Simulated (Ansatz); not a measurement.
# NbCuS: a single point and what it writes

Aim: for NbCuS, a borrowed structure type, volume estimated, find its forces, its levels, and how its atoms share the electrons. The atoms and the cell stay fixed.

All numbers below are computed with Ansatz 0.2.0 (DFT, PBE, spin-orbit coupling, plane waves, PAW).

### 1 The structure

It takes space group P4/nmm (No. 129, tetragonal). The conventional cell has a = 3.628 Å, b = 3.628 Å, c = 6.599 Å, α = 90.00°, β = 90.00°, γ = 90.00°. Cu (site symmetry -4m2) is surrounded by 4 Nb at 2.36 Å and 4 Cu at 2.57 Å and 4 S at 2.96 Å. S (site symmetry 4mm) has 5 Nb at 2.70 to 2.75 Å and 4 Cu at 2.96 Å as nearest neighbours. Nb (site symmetry 4mm) has 4 Cu at 2.36 Å and 5 S at 2.70 to 2.75 Å as nearest neighbours.

Structure file:

```
Cu S Nb
1.0
     3.62825    0.00000    0.00000
     0.00000    3.62825    0.00000
     0.00000    0.00000    6.59906
Cu S Nb
2 2 2
Cartesian
  2.7212 0.9071 0.0000
  0.9071 2.7212 0.0000
  0.9071 0.9071 4.2557
  2.7212 2.7212 2.3433
  0.9071 0.9071 1.5088
  2.7212 2.7212 5.0903
```

The cell carries a charge of -1 e on a uniform background.

It is a restart: the density comes from an earlier run on this cell. Its moments: no atom with a moment over 0.3 μB. Earlier runs from 4 starts met this one state alone.

### 2 The calculation

input.yaml reads:

```yaml
crystal:
  lattice:
    - [3.62825404, 0.0, 0.0]
    - [0.0, 3.62825404, 0.0]
    - [0.0, 0.0, 6.59906095]
  atoms:
    - { symbol: Cu, position: [0.75, 0.25, 0.0], spin: 1, spin_axis: [0.0, 0.0, 1.0] }
    - { symbol: Cu, position: [0.25, 0.75, 0.0], spin: 1, spin_axis: [0.0, 0.0, 1.0] }
    - { symbol: S, position: [0.25, 0.25, 0.6449] }
    - { symbol: S, position: [0.75, 0.75, 0.3551] }
    - { symbol: Nb, position: [0.25, 0.25, 0.22864], spin: 1, spin_axis: [0.0, 0.0, 1.0] }
    - { symbol: Nb, position: [0.75, 0.75, 0.77136], spin: 1, spin_axis: [0.0, 0.0, 1.0] }
  symmetry: { tolerance: 0.0003 }
kpoints:
  mp_grid: { grid: [8, 8, 4], shift: [0, 0, 0] }
  band_path:
    path:
      - [0.0, 0.0, 0.0]
      - [0.0, 0.5, 0.0]
      - [0.5, 0.5, 0.0]
      - [0.0, 0.0, 0.0]
      - [0.0, 0.0, 0.5]
      - [0.0, 0.5, 0.5]
      - [0.5, 0.5, 0.5]
      - [0.0, 0.0, 0.5]
      - [0.0, 0.5, 0.0]
      - [0.0, 0.5, 0.5]
      - [0.5, 0.5, 0.0]
    npoints: 6
magnetization:
  noncollinear: true
  spin_orbit: true
scf:
  occupations: { method: fermi_dirac }
  lower_state_search: "off"
  max_iter: 200
hamiltonian:
  pseudopotentials: { kind: paw_fr }
  xc: pbe
total_charge: -1
basis:
  ecutwfc: 420
  fft_grid_basis: typed
output:
  forces: true
  stress: true
  eigenvalues: true
  bader: true
  populations: true
  elf: true
  write_potential: true
  volumetric_format: npy
  dos:
    e_range: [-12, 8]
    de: 0.05
    projected: { site_lists: { Cu: [Cu], Nb: [Nb], S: [S] } }
    method: { smearing: { sigma: 0.1, scheme: gaussian } }
checkpoint:
  read: saved_state
```

What does the calculation give? Wanted: largest force; character; Bader charges; moments.

**Answer**, as computed:

| quantity | value |
| --- | --- |
| largest force | 6.407 eV/Å on Nb |
| character | metal |
| density of states, mean within 0.25 eV of the Fermi level | 3 per eV per cell |
| Bader charges | Cu -0.51, S -1.07, Nb +1.08 e |
| moments | none |

What this shows: It is a metal; within 0.25 eV of the Fermi level the density of states averages 3 per eV per cell, mostly Nb d (68 %). Forces reach 6.4 eV/Å, so the geometry is far from rest and the levels are not those of the relaxed cell. By Bader's partition Nb gives up most (+1.08 e) and S takes most (-1.07 e). The spin density vanishes in this state. Nb feels the largest force, 6.41 eV/Å, so the positions are not relaxed. The geometry is far from any minimum; its shortest contact is 2.36 Å.

Keep in mind: charged cell with a uniform background; the SCF threshold is loose for a stress.
